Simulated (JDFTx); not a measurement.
# NiMoIrPdW (Cm) in JDFTx: a series of runs

The runs below take NiMoIrPdW through single point, with PBE.

All numbers are computed with JDFTx 1.7.0 (patched build); they aren't measurements. Logs are shortened: lines on timing, memory, paths and dates and some standing lists are left out, and cuts for length are marked. The log counts tension as positive stress, the text compression.

## 1. Starting point

It takes space group Cm (No. 8, monoclinic). The conventional cell has a = 4.689 Å, b = 2.863 Å, c = 11.144 Å, α = 90.00°, β = 101.20°, γ = 90.00°. Ni (site symmetry m) has 3 Ir at 2.59 to 2.61 Å and 3 Pd at 2.67 to 2.68 Å and 6 Ni at 2.75 to 2.86 Å as nearest neighbours. Around Mo (site symmetry m) lie 3 Ir at 2.68 Å and 6 Mo at 2.75 to 2.86 Å and 2 W at 2.78 Å. Pd (site symmetry m) has 3 Ni at 2.67 to 2.68 Å and 3 W at 2.74 to 2.75 Å and 6 Pd at 2.75 to 2.86 Å as nearest neighbours. Around Ir (site symmetry m) lie 3 Ni at 2.59 to 2.61 Å and 3 Mo at 2.68 Å and 6 Ir at 2.75 to 2.86 Å. Around W (site symmetry m) lie 3 Pd at 2.74 to 2.75 Å and 6 W at 2.75 to 2.86 Å and 2 Mo at 2.78 Å.

The cell was built by a generator and needn't be a form met in nature.

## 2. Single point, PBE, collinear spin, ferromagnetic start

The input, NiMoIrPdW.in:

```
include NiMoIrPdW.lattice
coords-type Lattice
include NiMoIrPdW.ionpos

ion-species pseudo/Ni.upf
ion-species pseudo/Mo.upf
ion-species pseudo/Pd.upf
ion-species pseudo/Ir.upf
ion-species pseudo/W.upf
elec-cutoff 49 392
elec-ex-corr gga-PBE
kpoint-folding 3 3 1
elec-smearing Fermi 0.0018374661
elec-n-bands 53
spintype z-spin
initial-magnetic-moments Ni 1 Mo 1 Ir 0.6
elec-initial-magnetization 2.6 no
electronic-SCF nIterations 100 energyDiffThreshold 1e-09
electronic-minimize nIterations 30 energyDiffThreshold 1e-7
converge-empty-states yes
forces-output-coords Cartesian

dump-name run.$VAR
dump End Ecomponents EigStats BandEigs Kpoints Forces Stress ElecDensity Dtot
```

The input, NiMoIrPdW.lattice:

```
lattice \
    4.4306518718     4.4306518718    -4.1687358309 \
   -2.7049161803     2.7049161803     0.0000000000 \
    0.0171209187     0.0171209187    20.6428768566
```

The input, NiMoIrPdW.ionpos:

```
ion Ni     0.4983800000     0.4983800000     0.2952500000 1
ion Mo     0.3177300000     0.3177300000     0.9120700000 1
ion Pd     0.2473300000     0.2473300000     0.4906100000 1
ion Ir     0.7498200000     0.7498200000     0.1080200000 1
ion W      0.6867300000     0.6867300000     0.6940600000 1
```

Potentials or basis: PseudoDojo-SR-PBE-0.5-standard with smoothed tails.

Launch:

```
> jdftx -c 1 -i NiMoIrPdW.in -o NiMoIrPdW.out
```

Standard output:

```text
*************** JDFTx 1.7.0 (patched build) ***************

Input parsed successfully to the following command list (including defaults):
[... the input with its defaults ...]

---------- Setting up symmetries ----------

Non-trivial transmission matrix:
[   1   0   0  ]
[   0   1   1  ]
[   0   0   1  ]
with reduced lattice vectors:
[      4.430652      4.430652      0.261916  ]
[     -2.704916      2.704916      2.704916  ]
[      0.017121      0.017121     20.659998  ]

Found 4 point-group symmetries of the bravais lattice
Found 2 space-group symmetries with basis
Applied RMS atom displacement 0 bohrs to make symmetries exact.

---------- Initializing the Grid ----------
R =
[      4.43065      4.43065     -4.16874  ]
[     -2.70492      2.70492            0  ]
[    0.0171209    0.0171209      20.6429  ]
unit cell volume = 495.177
G =
[   0.708506   -1.16144    0.14308  ]
[   0.708506    1.16144    0.14308  ]
[ -0.00117525 1.11583e-20   0.304138  ]
Minimum fftbox size, Smin = [  48  48  188  ]
Chosen fftbox size, S = [  48  48  192  ]

---------- Initializing tighter grid for wavefunction operations ----------
R =
[      4.43065      4.43065     -4.16874  ]
[     -2.70492      2.70492            0  ]
[    0.0171209    0.0171209      20.6429  ]
unit cell volume = 495.177
G =
[   0.708506   -1.16144    0.14308  ]
[   0.708506    1.16144    0.14308  ]
[ -0.00117525 1.11583e-20   0.304138  ]
Minimum fftbox size, Smin = [  36  36  136  ]
Chosen fftbox size, S = [  36  36  140  ]

---------- Exchange Correlation functional ----------
Initalized PBE GGA exchange.
Initalized PBE GGA correlation.

---------- Setting up pseudopotentials ----------
Width of ionic core gaussian charges (only for fluid interactions / plotting) set to 0

Reading pseudopotential file 'pseudo/Ni.upf':
  'Ni' pseudopotential, 'PBE' functional
  Generated using ONCVPSP code by D. R. Hamann
  18 valence electrons, 4 orbitals, 6 projectors, 1001 radial grid points, with lMax = 2
    3S    l: 0   occupation:  2.0   eigenvalue: -4.081355
    3P    l: 1   occupation:  6.0   eigenvalue: -2.623460
    3D    l: 2   occupation:  8.0   eigenvalue: -0.326118
    4S    l: 0   occupation:  2.0   eigenvalue: -0.207378
[... 79 lines left out ...]
LCAOMinimize: Encountered beta<0, resetting CG.
LCAOMinimize: None of the convergence criteria satisfied after 30 iterations.

-------- Electronic minimization -----------
Will mix electronic density at each iteration.
	FillingsUpdate:  mu: +0.837030757  nElectrons: 81.000000  magneticMoment: [ Abs: 1.07148  Tot: +0.91606 ]
	FillingsUpdate:  mu: +0.807637223  nElectrons: 81.000000  magneticMoment: [ Abs: 1.07148  Tot: +0.91606 ]
SCF: Cycle:  0   F: -534.219134370351640   dF: +1.854e+00   |Residual|: 4.728e-01   |deigs|: 6.649e-02
	FillingsUpdate:  mu: +0.780610416  nElectrons: 81.000000  magneticMoment: [ Abs: 0.89305  Tot: +0.82786 ]
SCF: Cycle:  1   F: -530.885752443743741   dF: +3.333e+00   |Residual|: 6.157e-01   |deigs|: 5.597e-02
	FillingsUpdate:  mu: +0.782774325  nElectrons: 81.000000  magneticMoment: [ Abs: 0.82444  Tot: +0.78679 ]
SCF: Cycle:  2   F: -535.796989586175187   dF: -4.911e+00   |Residual|: 3.251e-01   |deigs|: 3.267e-02
	FillingsUpdate:  mu: +0.768945594  nElectrons: 81.000000  magneticMoment: [ Abs: 0.80805  Tot: +0.74811 ]
SCF: Cycle:  3   F: -535.260777875521171   dF: +5.362e-01   |Residual|: 4.309e-01   |deigs|: 3.015e-02
	FillingsUpdate:  mu: +0.770472878  nElectrons: 81.000000  magneticMoment: [ Abs: 0.75837  Tot: +0.71648 ]
SCF: Cycle:  4   F: -536.406319156851055   dF: -1.146e+00   |Residual|: 1.077e-01   |deigs|: 2.037e-02
	FillingsUpdate:  mu: +0.771357078  nElectrons: 81.000000  magneticMoment: [ Abs: 0.78309  Tot: +0.72474 ]
SCF: Cycle:  5   F: -536.401955579872265   dF: +4.364e-03   |Residual|: 7.994e-02   |deigs|: 3.415e-03
	FillingsUpdate:  mu: +0.769304072  nElectrons: 81.000000  magneticMoment: [ Abs: 0.81786  Tot: +0.73471 ]
SCF: Cycle:  6   F: -536.384595707663152   dF: +1.736e-02   |Residual|: 1.170e-01   |deigs|: 5.344e-03
	FillingsUpdate:  mu: +0.769668703  nElectrons: 81.000000  magneticMoment: [ Abs: 0.94424  Tot: +0.76685 ]
SCF: Cycle:  7   F: -536.410050070796842   dF: -2.545e-02   |Residual|: 1.221e-01   |deigs|: 1.488e-03
[... 75 lines left out ...]
SCF: Cycle: 45   F: -536.443208556689115   dF: -1.580e-08   |Residual|: 6.722e-05   |deigs|: 4.363e-06
	FillingsUpdate:  mu: +0.769340041  nElectrons: 81.000000  magneticMoment: [ Abs: 0.00195  Tot: -0.00022 ]
SCF: Cycle: 46   F: -536.443208565309646   dF: -8.621e-09   |Residual|: 4.538e-05   |deigs|: 1.319e-05
	FillingsUpdate:  mu: +0.769340893  nElectrons: 81.000000  magneticMoment: [ Abs: 0.00193  Tot: -0.00021 ]
SCF: Cycle: 47   F: -536.443208572750450   dF: -7.441e-09   |Residual|: 2.391e-05   |deigs|: 1.168e-06
	FillingsUpdate:  mu: +0.769340623  nElectrons: 81.000000  magneticMoment: [ Abs: 0.00136  Tot: -0.00028 ]
SCF: Cycle: 48   F: -536.443208574069217   dF: -1.319e-09   |Residual|: 1.476e-05   |deigs|: 1.804e-06
	FillingsUpdate:  mu: +0.769341163  nElectrons: 81.000000  magneticMoment: [ Abs: 0.00065  Tot: -0.00021 ]
SCF: Cycle: 49   F: -536.443208574255664   dF: -1.864e-10   |Residual|: 1.720e-05   |deigs|: 2.300e-06
	FillingsUpdate:  mu: +0.769340786  nElectrons: 81.000000  magneticMoment: [ Abs: 0.00045  Tot: -0.00017 ]
SCF: Cycle: 50   F: -536.443208577399901   dF: -3.144e-09   |Residual|: 1.125e-05   |deigs|: 8.944e-07
	FillingsUpdate:  mu: +0.769340810  nElectrons: 81.000000  magneticMoment: [ Abs: 0.00013  Tot: -0.00005 ]
SCF: Cycle: 51   F: -536.443208577668202   dF: -2.683e-10   |Residual|: 7.794e-06   |deigs|: 1.118e-06
	FillingsUpdate:  mu: +0.769340776  nElectrons: 81.000000  magneticMoment: [ Abs: 0.00030  Tot: -0.00003 ]
SCF: Cycle: 52   F: -536.443208577922974   dF: -2.548e-10   |Residual|: 4.957e-06   |deigs|: 6.363e-07
SCF: Converged (|Delta E|<1.000000e-09 for 2 iters).

Setting wave functions to eigenvectors of Hamiltonian
Converging empty states (this may take a while): |deigs|: 3.650e-06

# Stress tensor in Cartesian coordinates [Eh/a0^3]:
[ -0.000317859            0 -1.69883e-05  ]
[            0 -0.000306591            0  ]
[ -1.69883e-05            0  0.000220071  ]

# Ionic positions in lattice coordinates:
ion Ni   0.498380000000000   0.498380000000000   0.295250000000000 1
ion Mo   0.317730000000000   0.317730000000000   0.912070000000000 1
ion Pd   0.247330000000000   0.247330000000000   0.490610000000000 1
ion Ir   0.749820000000000   0.749820000000000   0.108020000000000 1
ion W   0.686730000000000   0.686730000000000   0.694060000000000 1

# Forces in Cartesian coordinates:
force Ni   0.001432918091781  -0.000000000000000  -0.005721591876147 1
force Mo  -0.001525994055580  -0.000000000000000   0.013001981148181 1
force Pd   0.000720471486737  -0.000000000000000   0.003211609583716 1
force Ir  -0.000242843934696  -0.000000000000000   0.001335192394463 1
force W  -0.000405883937302  -0.000000000000000  -0.011836249013525 1

# Energy components:
   Eewald =     -393.6817918943542622
       EH =      132.2379179893219714
     Eloc =     -412.7869052794193294
      Enl =        1.9143499670527284
      Exc =      -91.2925763534383918
 Exc_core =       28.0799257947640264
       KE =      199.0894967692730404
-------------------------------------
     Etot =     -536.4395830068002624
       TS =        0.0036255711226996
-------------------------------------
        F =     -536.4432085779229737

IonicMinimize: Iter:   0  F: -536.443208577922974  |grad|_K:  4.893e-03
IonicMinimize: None of the convergence criteria satisfied after 0 iterations.

#--- Lowdin population analysis ---
# oxidation-state Ni +0.093
# magnetic-moments Ni -0.000
# oxidation-state Mo +0.012
# magnetic-moments Mo -0.000
# oxidation-state Pd +0.815
# magnetic-moments Pd -0.000
# oxidation-state Ir +0.162
# magnetic-moments Ir +0.000
# oxidation-state W -0.022
# magnetic-moments W -0.000

Dumping 'run.eigStats' ...
	eMin: -3.007690 at state 4 ( [ +0.000000 +0.000000 +0.000000 ] spin -1 )
	HOMO: +0.768843 at state 6 ( [ +0.333333 +0.333333 +0.000000 ] spin -1 )
	mu  : +0.769343
	LUMO: +0.771071 at state 7 ( [ +0.333333 -0.333333 +0.000000 ] spin -1 )
	eMax: +1.245470 at state 4 ( [ +0.000000 +0.000000 +0.000000 ] spin -1 )
	HOMO-LUMO gap: +0.002228
	Optical gap  : +0.009015 at state 7 ( [ +0.333333 -0.333333 +0.000000 ] spin -1 )
Done!
```

Run time: 8.4 min. Hardware: 1 thread of Intel Xeon Platinum 8488C (Sapphire Rapids), shared host; peak memory 0.38 GiB.

These settings aren't checked as converged: the numbers below hold their error.

What came out:

```yaml
Free_energy: -14597.3633 eV
Pressure: 4.0 GPa
Largest_force: 0.673 eV/Å
Band_gap_on_the_k_mesh: none (metal or under the smearing width)
Net_moment: 0.00 μB per cell
Absolute_moment: 0.00 μB per cell
```

Caveat: the k mesh is coarse (spacing up to 0.86 Å⁻¹), so the values aren't converged; this set's palladium file may shift the pressure by some GPa.

## 3. Single point, PBE, collinear spin, ferromagnetic start

Changes to NiMoIrPdW.in since step 2:

```diff
@@ -11,3 +11,3 @@
 elec-ex-corr gga-PBE
-kpoint-folding 3 3 1
+kpoint-folding 4 4 1
 elec-smearing Fermi 0.0018374661
@@ -16,3 +16,3 @@
 initial-magnetic-moments Ni 1 Mo 1 Ir 0.6
-elec-initial-magnetization 2.6 no
+elec-initial-magnetization 0 yes
 electronic-SCF nIterations 100 energyDiffThreshold 1e-09
@@ -23,2 +23,2 @@
 dump-name run.$VAR
-dump End Ecomponents EigStats BandEigs Kpoints Forces Stress ElecDensity Dtot
+dump End Ecomponents EigStats BandEigs Kpoints Forces Stress
```

NiMoIrPdW.lattice is that of step 2.

NiMoIrPdW.ionpos is that of step 2.

Potentials or basis: PseudoDojo-SR-PBE-0.5-standard with smoothed tails.

Launch:

```
> jdftx -c 1 -i NiMoIrPdW.in -o NiMoIrPdW.out
```

Standard output:

```text
*************** JDFTx 1.7.0 (patched build) ***************

Input parsed successfully to the following command list (including defaults):
[... the input with its defaults ...]

---------- Setting up symmetries ----------

Non-trivial transmission matrix:
[   1   0   0  ]
[   0   1   1  ]
[   0   0   1  ]
with reduced lattice vectors:
[      4.430652      4.430652      0.261916  ]
[     -2.704916      2.704916      2.704916  ]
[      0.017121      0.017121     20.659998  ]

Found 4 point-group symmetries of the bravais lattice
Found 2 space-group symmetries with basis
Applied RMS atom displacement 0 bohrs to make symmetries exact.

---------- Initializing the Grid ----------
R =
[      4.43065      4.43065     -4.16874  ]
[     -2.70492      2.70492            0  ]
[    0.0171209    0.0171209      20.6429  ]
unit cell volume = 495.177
G =
[   0.708506   -1.16144    0.14308  ]
[   0.708506    1.16144    0.14308  ]
[ -0.00117525 1.11583e-20   0.304138  ]
Minimum fftbox size, Smin = [  48  48  188  ]
[... 181 lines left out ...]

# Forces in Cartesian coordinates:
force Ni  -0.000984708739943   0.000000000000000   0.003849211208563 1
force Mo   0.001976723536396  -0.000000000000000   0.005573227415154 1
force Pd   0.000428439106640  -0.000000000000000  -0.001097191713824 1
force Ir  -0.000598861923279   0.000000000000000  -0.009270089889175 1
force W  -0.000837416237072  -0.000000000000000   0.000949378291394 1

# Energy components:
   Eewald =     -393.6817918943542622
       EH =      132.3677961654340720
     Eloc =     -412.9925980978896973
      Enl =        1.8469525219105192
      Exc =      -91.3209376631040044
 Exc_core =       28.0799257947640228
       KE =      199.2166003475579430
-------------------------------------
     Etot =     -536.4840528256813741
       TS =        0.0010848688702938
-------------------------------------
        F =     -536.4851376945516677

IonicMinimize: Iter:   0  F: -536.485137694551668  |grad|_K:  3.055e-03
IonicMinimize: None of the convergence criteria satisfied after 0 iterations.

#--- Lowdin population analysis ---
# oxidation-state Ni +0.134
# magnetic-moments Ni +0.000
# oxidation-state Mo -0.036
# magnetic-moments Mo +0.000
# oxidation-state Pd +0.747
# magnetic-moments Pd +0.000
# oxidation-state Ir +0.177
# magnetic-moments Ir -0.000
# oxidation-state W -0.041
# magnetic-moments W -0.000

Dumping 'run.eigStats' ...
	eMin: -3.007331 at state 0 ( [ +0.000000 +0.000000 +0.000000 ] spin 1 )
	HOMO: +0.769131 at state 6 ( [ +0.500000 +0.500000 +0.000000 ] spin 1 )
	mu  : +0.769652
	LUMO: +0.772322 at state 0 ( [ +0.000000 +0.000000 +0.000000 ] spin 1 )
	eMax: +1.255660 at state 7 ( [ +0.000000 +0.000000 +0.000000 ] spin -1 )
	HOMO-LUMO gap: +0.003191
	Optical gap  : +0.007636 at state 0 ( [ +0.000000 +0.000000 +0.000000 ] spin 1 )
Done!
```

Run time: 9 min. Hardware: 1 thread of AMD EPYC 7R13 (Zen 3), shared host; peak memory 0.42 GiB.

The run converged, but some of its settings lie outside the range that counts as converged, so its numbers aren't taken as properties of the crystal.

Results:

| Item | Value |
| --- | --- |
| Free energy | -14598.5043 eV |
| Pressure | 0.4 GPa |
| Largest force | 0.478 eV/Å |
| Net moment | 0.00 μB per cell |
| Absolute moment | 0.00 μB per cell |

Caveat: the k mesh is coarse (spacing up to 0.65 Å⁻¹), so the values aren't converged; the moment is held away from its start; this set's palladium file may shift the pressure by some GPa; the total moment is fixed, so each spin has its own Fermi level.

## 4. Single point, PBE, collinear spin, ferromagnetic start

Changes to NiMoIrPdW.in since step 3:

```diff
@@ -13,6 +13,6 @@
 elec-smearing Fermi 0.0018374661
-elec-n-bands 53
+elec-n-bands 52
 spintype z-spin
 initial-magnetic-moments Ni 1 Mo 1 Ir 0.6
-elec-initial-magnetization 0 yes
+elec-initial-magnetization 1 yes
 electronic-SCF nIterations 100 energyDiffThreshold 1e-09
```

NiMoIrPdW.lattice is that of step 3.

NiMoIrPdW.ionpos is that of step 3.

Launch:

```
> jdftx -c 1 -i NiMoIrPdW.in -o NiMoIrPdW.out
```

Run time: 8.4 min. Hardware: 1 thread of AMD EPYC 7R13 (Zen 3), shared host; peak memory 0.41 GiB.

These settings aren't checked as converged: the numbers below hold their error.

What came out:

- Free energy: -14598.4491 eV
- Pressure: 0.9 GPa
- Largest force: 0.217 eV/Å
- Net moment: 1.00 μB per cell
- Absolute moment: 1.04 μB per cell
- Site moments: Ni +0.55; Mo +0.04; Pd +0.15; Ir +0.10; W +0.15 μB

Caveat: the k mesh is coarse (spacing up to 0.65 Å⁻¹), so the values aren't converged; the moment is held away from its start; this set's palladium file may shift the pressure by some GPa; the total moment is fixed, so each spin has its own Fermi level.
